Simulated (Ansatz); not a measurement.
# H₅NOSn: a short trajectory

What does H₅NOSn do in its first 25 fs with a Nosé-Hoover thermostat, with the temperature set to 700 K?

Program: Ansatz 0.2.0, Gaussian basis. Level of theory: revPBE/def2-SVP with D3(BJ) with three-body dispersion. These are calculated values, not measurements.

**1. The relaxed structure**

An earlier PBE0-D4 in a triple-zeta def2 set relaxation fixed the geometry. Sn takes the def2 core potential; no spin-orbit term is included.

SMILES `[NH2][SnH2][OH]`, 8 atoms, charge 0, spin multiplicity 1.

Atoms are counted from 1 here; the program's logs count them from 0.

Bond lengths: N1–Sn2 2.010 Å, N1–H4 1.010 Å, N1–H5 1.010 Å, Sn2–O3 1.966 Å, Sn2–H6 1.703 Å, Sn2–H7 1.715 Å, O3–H8 0.959 Å. Angles: Sn2–N1–H4 114.8°, Sn2–N1–H5 116.0°, H4–N1–H5 108.8°, N1–Sn2–O3 104.3°, N1–Sn2–H6 107.3°, N1–Sn2–H7 114.7°, O3–Sn2–H6 108.7°, O3–Sn2–H7 105.9°, H6–Sn2–H7 115.2°, Sn2–O3–H8 112.7°.

Geometry (Å):

```xyz
8

N    -1.2158    0.4945   -0.7686
Sn    0.4438    0.1800    0.3202
O     0.2794   -1.6830    0.9263
H    -1.6125    1.4195   -0.6800
H    -1.1538    0.2589   -1.7488
H     0.3616    1.2049    1.6784
H     1.9088    0.2590   -0.5676
H     1.0807   -2.1908    0.7842
```

**2. The run**

The input, in.yaml:

```yaml
crystal:
  periodic: [false, false, false]
  atoms:
    - {symbol: N, position_ang: [-1.215787, 0.494496, -0.768565]}
    - {symbol: Sn, position_ang: [0.443781, 0.179962, 0.320232]}
    - {symbol: O, position_ang: [0.279355, -1.682982, 0.926308]}
    - {symbol: H, position_ang: [-1.612498, 1.419476, -0.680027]}
    - {symbol: H, position_ang: [-1.153786, 0.258867, -1.748779]}
    - {symbol: H, position_ang: [0.361613, 1.204864, 1.678365]}
    - {symbol: H, position_ang: [1.908849, 0.259043, -0.567643]}
    - {symbol: H, position_ang: [1.080672, -2.190826, 0.784210]}
basis:
  gaussian: {orbitals: def2-SVP}
hamiltonian: {xc: {name: revPBE}, dispersion: d3bjatm}
md: {timestep: 0.5 fs, n_steps: 50, ensemble: nvt_nose_hoover, temperature: 700, initial_velocities: maxwell_boltzmann, seed: 376}
```

Run with:

```console
> ansatz run in.yaml --threads 2 --pin off --events-out ev --progress --plain --max-ram 4352MiB
```

The program printed:

```text
Functional definition: revPBE
  name "revPBE"
  cite "Zhang & Yang, Phys. Rev. Lett. 80, 890 (1998) doi:10.1103/PhysRevLett.80.890"
  cite "Perdew, Burke & Ernzerhof, Phys. Rev. Lett. 77, 3865 (1996) doi:10.1103/PhysRevLett.77.3865"
  parameter kappa = 1.245
  parameter beta = 0.06672455060314922
  exchange = pbe_x(kappa = kappa, mu = beta*pi^2/3)
  correlation = pbe_c(beta = beta)
896 factors; their error is unknown
mean field evaluation 1: about -9433.2831 eV, gradient 8.3e1 eV
mean field evaluation 2: about -9312.7570 eV, gradient 2.1e2 eV
mean field evaluation 4: about -9445.2169 eV, gradient 2.8e1 eV
mean field evaluation 8: about -9446.8043 eV, gradient 8.8e-2 eV
mean field evaluation 16: about -9446.7821 eV, gradient 7.6e-6 eV
mean field -9446.78212325 eV, -347.1628397705 hartree, gradient 7.6e-6 eV, S^2 0.000000; 0 other end points of the search recorded, 0 dependent functions left out
the calculation of the forces begins
reference -9446.78217323 eV, -347.1628416073 hartree; 21, 21 occupied and 58, 58 virtual orbitals, 896 factors
md step     0: t =     0.00 fs  T =   700.0 K  F+E_penalty+E_count = -9447.08218733 eV  E_kin = 0.542892 eV  conserved = -9446.53929533 eV  (26 SCF iters)
these checks for a lower state are left out or cut short: starts, cluster_reference, orbital_swaps, neighbouring_geometries, increment
896 factors; their error is unknown
mean field -9446.77996412 eV, -347.1627604239 hartree, gradient 1.5e-5 eV, S^2 0.000000; 0 other end points of the search recorded, 0 dependent functions left out
the calculation of the forces begins
reference -9446.78001437 eV, -347.1627622707 hartree; 21, 21 occupied and 58, 58 virtual orbitals, 896 factors
md step     1: t =     0.50 fs  T =   699.0 K  F+E_penalty+E_count = -9447.07981203 eV  E_kin = 0.542153 eV  conserved = -9446.53765903 eV  (27 SCF iters)
these checks for a lower state are left out or cut short: starts, cluster_reference, orbital_swaps, neighbouring_geometries, increment
896 factors; their error is unknown
mean field -9446.71997988 eV, -347.1605560439 hartree, gradient 1.5e-5 eV, S^2 0.000000; 0 other end points of the search recorded, 0 dependent functions left out
the calculation of the forces begins
reference -9446.72003042 eV, -347.1605579010 hartree; 21, 21 occupied and 58, 58 virtual orbitals, 896 factors
md step     2: t =     1.00 fs  T =   624.4 K  F+E_penalty+E_count = -9447.01959037 eV  E_kin = 0.484251 eV  conserved = -9446.53534009 eV  (27 SCF iters)
[... from here on, the SCF cycles and remarks between the steps are left out ...]
md step     3: t =     1.50 fs  T =   516.2 K  F+E_penalty+E_count = -9446.93373014 eV  E_kin = 0.400320 eV  conserved = -9446.53341321 eV  (27 SCF iters)
md step     4: t =     2.00 fs  T =   411.4 K  F+E_penalty+E_count = -9446.85118124 eV  E_kin = 0.319065 eV  conserved = -9446.53212584 eV  (27 SCF iters)
md step     5: t =     2.50 fs  T =   336.3 K  F+E_penalty+E_count = -9446.79221705 eV  E_kin = 0.260827 eV  conserved = -9446.53141119 eV  (27 SCF iters)
md step     6: t =     3.00 fs  T =   305.9 K  F+E_penalty+E_count = -9446.76842438 eV  E_kin = 0.237272 eV  conserved = -9446.53119019 eV  (27 SCF iters)
md step     7: t =     3.50 fs  T =   325.0 K  F+E_penalty+E_count = -9446.78343750 eV  E_kin = 0.252020 eV  conserved = -9446.53147790 eV  (27 SCF iters)
md step     8: t =     4.00 fs  T =   387.2 K  F+E_penalty+E_count = -9446.83262036 eV  E_kin = 0.300330 eV  conserved = -9446.53238434 eV  (27 SCF iters)
md step     9: t =     4.50 fs  T =   474.2 K  F+E_penalty+E_count = -9446.90165136 eV  E_kin = 0.367761 eV  conserved = -9446.53403170 eV  (27 SCF iters)
md step    10: t =     5.00 fs  T =   553.5 K  F+E_penalty+E_count = -9446.96539738 eV  E_kin = 0.429269 eV  conserved = -9446.53633255 eV  (27 SCF iters)
md step    11: t =     5.50 fs  T =   583.2 K  F+E_penalty+E_count = -9446.99061556 eV  E_kin = 0.452334 eV  conserved = -9446.53855987 eV  (27 SCF iters)
md step    12: t =     6.00 fs  T =   528.7 K  F+E_penalty+E_count = -9446.94864683 eV  E_kin = 0.410037 eV  conserved = -9446.53896576 eV  (27 SCF iters)
md step    13: t =     6.50 fs  T =   395.0 K  F+E_penalty+E_count = -9446.84167436 eV  E_kin = 0.306379 eV  conserved = -9446.53571890 eV  (27 SCF iters)
md step    14: t =     7.00 fs  T =   252.4 K  F+E_penalty+E_count = -9446.72544814 eV  E_kin = 0.195730 eV  conserved = -9446.53019519 eV  (27 SCF iters)
md step    15: t =     7.50 fs  T =   201.0 K  F+E_penalty+E_count = -9446.68342229 eV  E_kin = 0.155923 eV  conserved = -9446.52801860 eV  (28 SCF iters)
md step    16: t =     8.00 fs  T =   278.4 K  F+E_penalty+E_count = -9446.74717667 eV  E_kin = 0.215903 eV  conserved = -9446.53184577 eV  (28 SCF iters)
md step    17: t =     8.50 fs  T =   418.3 K  F+E_penalty+E_count = -9446.86083800 eV  E_kin = 0.324455 eV  conserved = -9446.53703824 eV  (27 SCF iters)
md step    18: t =     9.00 fs  T =   522.7 K  F+E_penalty+E_count = -9446.94360820 eV  E_kin = 0.405372 eV  conserved = -9446.53901164 eV  (27 SCF iters)
md step    19: t =     9.50 fs  T =   542.2 K  F+E_penalty+E_count = -9446.95743368 eV  E_kin = 0.420486 eV  conserved = -9446.53786492 eV  (28 SCF iters)
md step    20: t =    10.00 fs  T =   486.6 K  F+E_penalty+E_count = -9446.91193169 eV  E_kin = 0.377370 eV  conserved = -9446.53562041 eV  (27 SCF iters)
md step    21: t =    10.50 fs  T =   392.9 K  F+E_penalty+E_count = -9446.83713653 eV  E_kin = 0.304691 eV  conserved = -9446.53363070 eV  (27 SCF iters)
md step    22: t =    11.00 fs  T =   298.2 K  F+E_penalty+E_count = -9446.76226049 eV  E_kin = 0.231250 eV  conserved = -9446.53230031 eV  (27 SCF iters)
md step    23: t =    11.50 fs  T =   229.1 K  F+E_penalty+E_count = -9446.70789428 eV  E_kin = 0.177694 eV  conserved = -9446.53157555 eV  (27 SCF iters)
md step    24: t =    12.00 fs  T =   200.9 K  F+E_penalty+E_count = -9446.68566662 eV  E_kin = 0.155799 eV  conserved = -9446.53131938 eV  (29 SCF iters)
md step    25: t =    12.50 fs  T =   219.0 K  F+E_penalty+E_count = -9446.69976178 eV  E_kin = 0.169816 eV  conserved = -9446.53147694 eV  (28 SCF iters)
md step    26: t =    13.00 fs  T =   279.9 K  F+E_penalty+E_count = -9446.74758534 eV  E_kin = 0.217104 eV  conserved = -9446.53211394 eV  (27 SCF iters)
md step    27: t =    13.50 fs  T =   370.5 K  F+E_penalty+E_count = -9446.81890566 eV  E_kin = 0.287309 eV  conserved = -9446.53336937 eV  (27 SCF iters)
md step    28: t =    14.00 fs  T =   465.3 K  F+E_penalty+E_count = -9446.89424692 eV  E_kin = 0.360906 eV  conserved = -9446.53530189 eV  (27 SCF iters)
md step    29: t =    14.50 fs  T =   528.3 K  F+E_penalty+E_count = -9446.94505666 eV  E_kin = 0.409696 eV  conserved = -9446.53755103 eV  (28 SCF iters)
md step    30: t =    15.00 fs  T =   521.4 K  F+E_penalty+E_count = -9446.94076796 eV  E_kin = 0.404340 eV  conserved = -9446.53886693 eV  (28 SCF iters)
md step    31: t =    15.50 fs  T =   430.8 K  F+E_penalty+E_count = -9446.86867246 eV  E_kin = 0.334079 eV  conserved = -9446.53726216 eV  (28 SCF iters)
md step    32: t =    16.00 fs  T =   298.8 K  F+E_penalty+E_count = -9446.76122876 eV  E_kin = 0.231759 eV  conserved = -9446.53231989 eV  (27 SCF iters)
md step    33: t =    16.50 fs  T =   220.4 K  F+E_penalty+E_count = -9446.69609758 eV  E_kin = 0.170944 eV  conserved = -9446.52813944 eV  (28 SCF iters)
md step    34: t =    17.00 fs  T =   268.3 K  F+E_penalty+E_count = -9446.73461707 eV  E_kin = 0.208076 eV  conserved = -9446.52966073 eV  (28 SCF iters)
md step    35: t =    17.50 fs  T =   416.4 K  F+E_penalty+E_count = -9446.85468665 eV  E_kin = 0.322955 eV  conserved = -9446.53504667 eV  (27 SCF iters)
md step    36: t =    18.00 fs  T =   567.5 K  F+E_penalty+E_count = -9446.97524570 eV  E_kin = 0.440155 eV  conserved = -9446.53869513 eV  (27 SCF iters)
md step    37: t =    18.50 fs  T =   644.8 K  F+E_penalty+E_count = -9447.03484966 eV  E_kin = 0.500080 eV  conserved = -9446.53873523 eV  (27 SCF iters)
md step    38: t =    19.00 fs  T =   634.2 K  F+E_penalty+E_count = -9447.02424178 eV  E_kin = 0.491831 eV  conserved = -9446.53676062 eV  (27 SCF iters)
md step    39: t =    19.50 fs  T =   564.5 K  F+E_penalty+E_count = -9446.96762324 eV  E_kin = 0.437795 eV  conserved = -9446.53453976 eV  (27 SCF iters)
md step    40: t =    20.00 fs  T =   475.4 K  F+E_penalty+E_count = -9446.89652736 eV  E_kin = 0.368683 eV  conserved = -9446.53287429 eV  (27 SCF iters)
md step    41: t =    20.50 fs  T =   399.1 K  F+E_penalty+E_count = -9446.83614126 eV  E_kin = 0.309550 eV  conserved = -9446.53189468 eV  (28 SCF iters)
md step    42: t =    21.00 fs  T =   355.9 K  F+E_penalty+E_count = -9446.80193166 eV  E_kin = 0.275993 eV  conserved = -9446.53148428 eV  (28 SCF iters)
md step    43: t =    21.50 fs  T =   354.4 K  F+E_penalty+E_count = -9446.80062652 eV  E_kin = 0.274893 eV  conserved = -9446.53151463 eV  (28 SCF iters)
md step    44: t =    22.00 fs  T =   394.4 K  F+E_penalty+E_count = -9446.83182292 eV  E_kin = 0.305909 eV  conserved = -9446.53195057 eV  (28 SCF iters)
md step    45: t =    22.50 fs  T =   466.7 K  F+E_penalty+E_count = -9446.88849727 eV  E_kin = 0.361963 eV  conserved = -9446.53287162 eV  (28 SCF iters)
md step    46: t =    23.00 fs  T =   552.4 K  F+E_penalty+E_count = -9446.95609011 eV  E_kin = 0.428392 eV  conserved = -9446.53439913 eV  (27 SCF iters)
md step    47: t =    23.50 fs  T =   621.6 K  F+E_penalty+E_count = -9447.01140065 eV  E_kin = 0.482057 eV  conserved = -9446.53646871 eV  (27 SCF iters)
md step    48: t =    24.00 fs  T =   637.1 K  F+E_penalty+E_count = -9447.02489886 eV  E_kin = 0.494088 eV  conserved = -9446.53839333 eV  (27 SCF iters)
md step    49: t =    24.50 fs  T =   570.2 K  F+E_penalty+E_count = -9446.97267502 eV  E_kin = 0.442192 eV  conserved = -9446.53850728 eV  (27 SCF iters)
these checks for a lower state are left out or cut short: starts, cluster_reference, orbital_swaps, neighbouring_geometries, increment
896 factors; their error is unknown
mean field -9446.57002856 eV, -347.1550454343 hartree, gradient 2.3e-5 eV, S^2 0.000000; 0 other end points of the search recorded, 0 dependent functions left out
the calculation of the forces begins
reference -9446.57007858 eV, -347.1550472726 hartree; 21, 21 occupied and 58, 58 virtual orbitals, 896 factors
896 factors; their error is unknown
mean field evaluation 416: about -9446.5793 eV, gradient 2.8e0 eV
mean field -9446.57002856 eV, -347.1550454343 hartree, gradient 2.2e-5 eV, S^2 0.000000; 1 other end points of the search recorded, 0 dependent functions left out
the calculation of the forces begins
reference -9446.57007858 eV, -347.1550472726 hartree; 21, 21 occupied and 58, 58 virtual orbitals, 896 factors
md step    50: t =    25.00 fs  T =   431.3 K  F+E_penalty+E_count = -9446.86126923 eV  E_kin = 0.334526 eV  conserved = -9446.53513875 eV  (27 SCF iters)
Total energy: -9446.86131926 eV, -347.1657501701 hartree
Atom 0 at    -1.331305     0.491276    -0.796880 Å, force     0.698278     0.207209     0.285276 eV/Å
Atom 1 at     0.459956     0.193523     0.323393 Å, force    -0.477156    -0.104963     0.341686 eV/Å
Atom 2 at     0.248249    -1.784560     0.929292 Å, force    -3.731791     2.813370     0.257074 eV/Å
Atom 3 at    -1.611513     1.508207    -0.901567 Å, force     0.588342    -1.105130    -0.156023 eV/Å
Atom 4 at    -1.080121     0.065438    -1.712133 Å, force    -0.491833     0.564410     0.045223 eV/Å
Atom 5 at     0.341227     1.301129     1.712446 Å, force     0.058552    -0.378016    -0.366189 eV/Å
Atom 6 at     2.070261     0.309328    -0.468334 Å, force    -0.528635    -0.062507     0.136233 eV/Å
Atom 7 at     1.059029    -2.172754     0.809601 Å, force     3.884243    -1.934373    -0.543281 eV/Å
Dipole moment:     0.373539     0.336383    -0.343224 e Å
```

Run time: 54 s. Hardware: 2 threads of Arm Neoverse V1, shared host.

**3. The trajectory**

Every 4 steps, with energies from the start:

```
time (fs)  T (K)  potential (meV)  conserved (meV)  O3–H8 (Å)
      0.0    700              0.0             0.00      0.959
      2.0    411            231.0             7.17      1.085
      4.0    387            249.6             6.91      1.073
      6.0    529            133.5             0.33      0.938
      8.0    278            335.0             7.45      0.890
     10.0    487            170.3             3.67      1.026
     12.0    201            396.5             7.98      1.102
     14.0    465            187.9             3.99      1.029
     16.0    299            321.0             6.98      0.893
     18.0    568            106.9             0.60      0.936
     20.0    475            185.7             6.42      1.073
     22.0    394            250.4             7.34      1.094
     24.0    637             57.3             0.90      0.976
```

Positions (Å) and forces (eV/Å) at 25.0 fs:

```xyz
8

N    -1.331    0.491   -0.797    0.698    0.207    0.285
Sn    0.460    0.194    0.323   -0.477   -0.105    0.342
O     0.248   -1.785    0.929   -3.732    2.813    0.257
H    -1.612    1.508   -0.902    0.588   -1.105   -0.156
H    -1.080    0.065   -1.712   -0.492    0.564    0.045
H     0.341    1.301    1.712    0.059   -0.378   -0.366
H     2.070    0.309   -0.468   -0.529   -0.063    0.136
H     1.059   -2.173    0.810    3.884   -1.934   -0.543
```

**4. What came out**

```
                              quantity                          value
                                length             50 steps of 0.5 fs
     temperature, first and last frame                     700, 431 K
              temperature, second half  mean 450 K, from 219 to 645 K
                swing of the potential                        399 meV
largest change of the conserved energy                      11.28 meV
                        range of O3–H8               0.879 to 1.104 Å
```

**Reading.** From 700 K at the start the temperature swings between 201 and 700 K: with 8 atoms it has no steady value yet; starting near a minimum, about half of the kinetic energy flows into the potential. The conserved energy moves by 11.28 meV, 2.8 % of the potential's swing, so the step is short enough for this stretch. O3–H8 swings most, by 0.23 Å; no bond breaks. A run of 25 fs gives no averages.
